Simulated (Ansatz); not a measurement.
# AlClGeH5NO: two geometries relaxed, part 2 of 2

Aim: relax the geometries before and after the rotation by 180° about the O1–Al2 bond, and see whether they are two minima and how far apart in energy. SMILES of the start: [OH][Al]([Cl])[NH][GeH3].

Ansatz 0.2.0; RKS revPBE-D4/def2-SVP. The steps go on from the part before.

## (4) End point B

The second end starts from a geometry with the move made by hand.

input.yaml reads:

```yaml
crystal:
  periodic: [false, false, false]
  atoms:
    - { symbol: O, position_ang: [-0.7834, -0.6943, 2.2842] }
    - { symbol: Al, position_ang: [0.482, -0.9707, 1.0356] }
    - { symbol: Cl, position_ang: [-0.09759, -0.92843, -1.06324] }
    - { symbol: "N", position_ang: [2.30041, -1.33554, 1.44117] }
    - { symbol: Ge, position_ang: [2.34372, -2.91175, 2.4557] }
    - { symbol: H, position_ang: [-0.8217, 0.3489, 2.3941] }
    - { symbol: H, position_ang: [2.81789, -1.47929, 0.59605] }
    - { symbol: H, position_ang: [3.7882, -3.28514, 2.81077] }
    - { symbol: H, position_ang: [1.4298, -2.78089, 3.74552] }
    - { symbol: H, position_ang: [1.7256, -4.04848, 1.5734] }
basis:
  gaussian: { orbitals: def2-SVP }
hamiltonian:
  xc: revpbe
  dispersion: d4
relax:
  f_tol: 0.015
  max_steps: 40
```

Started as:

```bash
> ansatz run input.yaml --threads 2 --pin off --max-ram 3072MiB --backend cpu --events-out ev --progress --plain --runs-dir out
```

What it wrote:

```text
Warning: RAYON_NUM_THREADS=2 ignored (pool sized by the plan → 2); use --threads N
The last accepted step is kept in <dir> (removed where the run ends without a failure and the disk answers)
Engine: ansatz 0.2.0, aarch64-unknown-linux-gnu
Functional definition: revPBE
  parameter kappa = 1.245
  parameter beta = 0.06672455060314922
  exchange = pbe_x(kappa = kappa, mu = beta*pi^2/3)
  correlation = pbe_c(beta = beta)
1344 factors; their error is unknown
mean field evaluation 1: about -79220.1899 eV, gradient 8.7e1 eV
mean field evaluation 2: about -79129.1224 eV, gradient 1.9e2 eV
mean field evaluation 4: about -79234.1804 eV, gradient 1.7e1 eV
mean field evaluation 8: about -79234.7928 eV, gradient 1.2e-1 eV
mean field evaluation 16: about -79234.7156 eV, gradient 3.0e-4 eV
mean field -79234.71556467 eV, -2911.8220897825 hartree, gradient 1.6e-5 eV, S^2 0.000000; 0 other end points of the search recorded, 0 dependent functions left out
the calculation of the forces begins
reference -79234.71561903 eV, -2911.8220917802 hartree; 41, 41 occupied and 80, 80 virtual orbitals, 1344 factors
relax step   1: F+E_penalty+E_count = -79235.32010867 eV  Δ(F+E_penalty+E_count) = +0.000e0 eV  max|allowed force component| = 2.681e0 eV/Å  Δτ_max = 0.0000 Å  (28 SCF iters, accepted)
these checks for a lower state are left out or cut short: starts, cluster_reference, orbital_swaps, neighbouring_geometries, increment
1344 factors; their error is unknown
mean field -79235.04383311 eV, -2911.8341534251 hartree, gradient 2.7e-5 eV, S^2 0.000000; 0 other end points of the search recorded, 0 dependent functions left out
the calculation of the forces begins
reference -79235.04388734 eV, -2911.8341554180 hartree; 41, 41 occupied and 80, 80 virtual orbitals, 1344 factors
relax step   2: F+E_penalty+E_count = -79235.64936409 eV  Δ(F+E_penalty+E_count) = -3.293e-1 eV  max|allowed force component| = 1.209e0 eV/Å  Δτ_max = 0.1853 Å  (29 SCF iters, accepted)
these checks for a lower state are left out or cut short: starts, cluster_reference, orbital_swaps, neighbouring_geometries, increment
1344 factors; their error is unknown
mean field evaluation 32: about -79235.1714 eV, gradient 1.0e-5 eV
mean field -79235.17138394 eV, -2911.8388408318 hartree, gradient 1.0e-5 eV, S^2 0.000000; 0 other end points of the search recorded, 0 dependent functions left out
the calculation of the forces begins
reference -79235.17143799 eV, -2911.8388428178 hartree; 41, 41 occupied and 80, 80 virtual orbitals, 1344 factors
relax step   3: F+E_penalty+E_count = -79235.78231417 eV  Δ(F+E_penalty+E_count) = -1.330e-1 eV  max|allowed force component| = 4.634e-1 eV/Å  Δτ_max = 0.1345 Å  (29 SCF iters, accepted)
these checks for a lower state are left out or cut short: starts, cluster_reference, orbital_swaps, neighbouring_geometries, increment
1344 factors; their error is unknown
mean field -79235.25509934 eV, -2911.8419173159 hartree, gradient 1.5e-5 eV, S^2 0.000000; 0 other end points of the search recorded, 0 dependent functions left out
the calculation of the forces begins
reference -79235.25515310 eV, -2911.8419192914 hartree; 41, 41 occupied and 80, 80 virtual orbitals, 1344 factors
relax step   4: F+E_penalty+E_count = -79235.86772766 eV  Δ(F+E_penalty+E_count) = -8.541e-2 eV  max|allowed force component| = 3.231e-1 eV/Å  Δτ_max = 0.1665 Å  (29 SCF iters, accepted)
these checks for a lower state are left out or cut short: starts, cluster_reference, orbital_swaps, neighbouring_geometries, increment
1344 factors; their error is unknown
mean field -79235.29338146 eV, -2911.8433241578 hartree, gradient 1.2e-5 eV, S^2 0.000000; 0 other end points of the search recorded, 0 dependent functions left out
the calculation of the forces begins
reference -79235.29343548 eV, -2911.8433261432 hartree; 41, 41 occupied and 80, 80 virtual orbitals, 1344 factors
relax step   5: F+E_penalty+E_count = -79235.90470759 eV  Δ(F+E_penalty+E_count) = -3.698e-2 eV  max|allowed force component| = 1.803e0 eV/Å  Δτ_max = 0.1957 Å  (34 SCF iters, accepted)
these checks for a lower state are left out or cut short: starts, cluster_reference, orbital_swaps, neighbouring_geometries, increment
1344 factors; their error is unknown
mean field -79235.40025283 eV, -2911.8472516082 hartree, gradient 2.6e-5 eV, S^2 0.000000; 0 other end points of the search recorded, 0 dependent functions left out
the calculation of the forces begins
reference -79235.40030676 eV, -2911.8472535902 hartree; 41, 41 occupied and 80, 80 virtual orbitals, 1344 factors
relax step   6: F+E_penalty+E_count = -79236.01321063 eV  Δ(F+E_penalty+E_count) = -1.085e-1 eV  max|allowed force component| = 6.901e-1 eV/Å  Δτ_max = 0.1992 Å  (29 SCF iters, accepted)
these checks for a lower state are left out or cut short: starts, cluster_reference, orbital_swaps, neighbouring_geometries, increment
1344 factors; their error is unknown
mean field -79235.44488442 eV, -2911.8488917888 hartree, gradient 2.0e-5 eV, S^2 0.000000; 0 other end points of the search recorded, 0 dependent functions left out
the calculation of the forces begins
reference -79235.44493844 eV, -2911.8488937739 hartree; 41, 41 occupied and 80, 80 virtual orbitals, 1344 factors
relax step   7: F+E_penalty+E_count = -79236.05840445 eV  Δ(F+E_penalty+E_count) = -4.519e-2 eV  max|allowed force component| = 2.463e-1 eV/Å  Δτ_max = 0.1993 Å  (28 SCF iters, accepted)
these checks for a lower state are left out or cut short: starts, cluster_reference, orbital_swaps, neighbouring_geometries, increment
1344 factors; their error is unknown
mean field evaluation 64: about -79235.5355 eV, gradient 1.8e-1 eV
mean field -79235.46166486 eV, -2911.8495084586 hartree, gradient 1.7e-5 eV, S^2 0.000000; 0 other end points of the search recorded, 0 dependent functions left out
the calculation of the forces begins
reference -79235.46171866 eV, -2911.8495104360 hartree; 41, 41 occupied and 80, 80 virtual orbitals, 1344 factors
relax step   8: F+E_penalty+E_count = -79236.07339066 eV  Δ(F+E_penalty+E_count) = -1.499e-2 eV  max|allowed force component| = 1.553e-1 eV/Å  Δτ_max = 0.1992 Å  (28 SCF iters, accepted)
these checks for a lower state are left out or cut short: starts, cluster_reference, orbital_swaps, neighbouring_geometries, increment
1344 factors; their error is unknown
mean field -79235.45144501 eV, -2911.8491328862 hartree, gradient 1.8e-5 eV, S^2 0.000000; 0 other end points of the search recorded, 0 dependent functions left out
the calculation of the forces begins
reference -79235.45149819 eV, -2911.8491348404 hartree; 41, 41 occupied and 80, 80 virtual orbitals, 1344 factors
relax step   9: F+E_penalty+E_count = -79236.06569780 eV  Δ(F+E_penalty+E_count) = +7.693e-3 eV  max|allowed force component| = 2.153e-1 eV/Å  Δτ_max = 0.1088 Å  (28 SCF iters, rejected (line search))
these checks for a lower state are left out or cut short: starts, cluster_reference, orbital_swaps, neighbouring_geometries, increment
1344 factors; their error is unknown
mean field -79235.46425439 eV, -2911.8496036222 hartree, gradient 1.0e-5 eV, S^2 0.000000; 0 other end points of the search recorded, 0 dependent functions left out
the calculation of the forces begins
reference -79235.46430789 eV, -2911.8496055881 hartree; 41, 41 occupied and 80, 80 virtual orbitals, 1344 factors
relax step  10: F+E_penalty+E_count = -79236.07909831 eV  Δ(F+E_penalty+E_count) = -5.708e-3 eV  max|allowed force component| = 7.431e-2 eV/Å  Δτ_max = 0.0544 Å  (28 SCF iters, accepted)
these checks for a lower state are left out or cut short: starts, cluster_reference, orbital_swaps, neighbouring_geometries, increment
1344 factors; their error is unknown
mean field -79235.46412580 eV, -2911.8495988966 hartree, gradient 2.2e-5 eV, S^2 0.000000; 0 other end points of the search recorded, 0 dependent functions left out
the calculation of the forces begins
reference -79235.46417923 eV, -2911.8496008600 hartree; 41, 41 occupied and 80, 80 virtual orbitals, 1344 factors
relax step  11: F+E_penalty+E_count = -79236.07926060 eV  Δ(F+E_penalty+E_count) = -1.623e-4 eV  max|allowed force component| = 5.282e-2 eV/Å  Δτ_max = 0.0345 Å  (27 SCF iters, accepted)
these checks for a lower state are left out or cut short: starts, cluster_reference, orbital_swaps, neighbouring_geometries, increment
1344 factors; their error is unknown
mean field evaluation 96: about -79235.4648 eV, gradient 2.5e-5 eV
mean field -79235.46475280 eV, -2911.8496219383 hartree, gradient 2.5e-5 eV, S^2 0.000000; 0 other end points of the search recorded, 0 dependent functions left out
the calculation of the forces begins
reference -79235.46480618 eV, -2911.8496239001 hartree; 41, 41 occupied and 80, 80 virtual orbitals, 1344 factors
relax step  12: F+E_penalty+E_count = -79236.07982891 eV  Δ(F+E_penalty+E_count) = -5.683e-4 eV  max|allowed force component| = 1.092e-2 eV/Å  Δτ_max = 0.0153 Å  (28 SCF iters, accepted)
1344 factors; their error is unknown
mean field -79235.46475280 eV, -2911.8496219383 hartree, gradient 2.4e-5 eV, S^2 0.000000; 1 other end points of the search recorded, 0 dependent functions left out
the calculation of the forces begins
reference -79235.46480618 eV, -2911.8496239001 hartree; 41, 41 occupied and 80, 80 virtual orbitals, 1344 factors
Total energy: -79236.07988229 eV, -2911.8722275303 hartree
Atom 0 at    -0.504749    -0.549152     2.315195 Å, force    -0.002613    -0.004843    -0.006774 eV/Å
Atom 1 at     0.515068    -0.800204     0.957565 Å, force     0.003610     0.008485     0.010919 eV/Å
Atom 2 at     0.220820     0.248233    -0.863902 Å, force    -0.001953    -0.003986     0.002767 eV/Å
Atom 3 at     1.860365    -1.963465     1.079972 Å, force    -0.006569     0.003854    -0.005651 eV/Å
Atom 4 at     2.374724    -3.035092     2.516033 Å, force    -0.001743     0.005047    -0.005720 eV/Å
Atom 5 at    -1.251912     0.068331     2.289528 Å, force     0.002963     0.003204    -0.001027 eV/Å
Atom 6 at     2.445273    -2.091366     0.247057 Å, force     0.005086    -0.008246     0.004958 eV/Å
Atom 7 at     3.865332    -2.765309     2.877722 Å, force    -0.001671     0.000347    -0.001857 eV/Å
Atom 8 at     1.447604    -2.654878     3.695211 Å, force    -0.001198    -0.001752     0.002382 eV/Å
Atom 9 at     2.212404    -4.542718     2.158890 Å, force     0.004087    -0.002110     0.000003 eV/Å
Dipole moment:     0.002945    -0.037400     0.062513 e Å
```

Wall time 41 s (2 threads of Arm Neoverse V1, shared host); peak memory 0.17 GiB.

Step by step:

```
step  energy from step 1 (eV)  largest force component (eV/Å)
   1                   0.0000                          2.6810
   2                  -0.3293                          1.2093
   3                  -0.4622                          0.4634
   4                  -0.5476                          0.3231
   5                  -0.5846                          1.8026
   6                  -0.6931                          0.6901
   7                  -0.7383                          0.2463
   8                  -0.7533                          0.1553
  9x                  -0.7456                          0.2153
  10                  -0.7590                          0.0743
  11                  -0.7592                          0.0528
  12                  -0.7597                          0.0109
```

Step 1 is the start. 1 step was tried and not accepted (marked x).

After: Bond lengths: O1–Al2 1.716 Å, Al2–Cl3 2.122 Å, Al2–N4 1.783 Å, N4–Ge5 1.864 Å, O1–H6 0.970 Å, N4–H7 1.026 Å, Ge5–H8 1.557 Å, Ge5–H9 1.547 Å, Ge5–H10 1.558 Å. Angles: O1–Al2–Cl3 121.6°, O1–Al2–N4 119.3°, Cl3–Al2–N4 119.1°, Al2–O1–H6 122.0°, Al2–N4–Ge5 129.5°, Al2–N4–H7 117.1°, Ge5–N4–H7 113.4°, N4–Ge5–H8 110.1°, N4–Ge5–H9 106.3°, N4–Ge5–H10 110.5°, H8–Ge5–H9 110.7°, H8–Ge5–H10 108.7°, H9–Ge5–H10 110.5°.

## (5) What came out

This closing draws on all 2 parts.

| quantity | value |
| --- | --- |
| end A | 20 moves, 0.785 eV lower |
| end B | 10 moves, 0.760 eV lower |
| largest difference between the ends | 0.05 Å |
| end B relative to end A | +0.000 eV |

The two relaxations end at one structure, within 0.05 Å: no second minimum was found from this start, which doesn't rule one out.
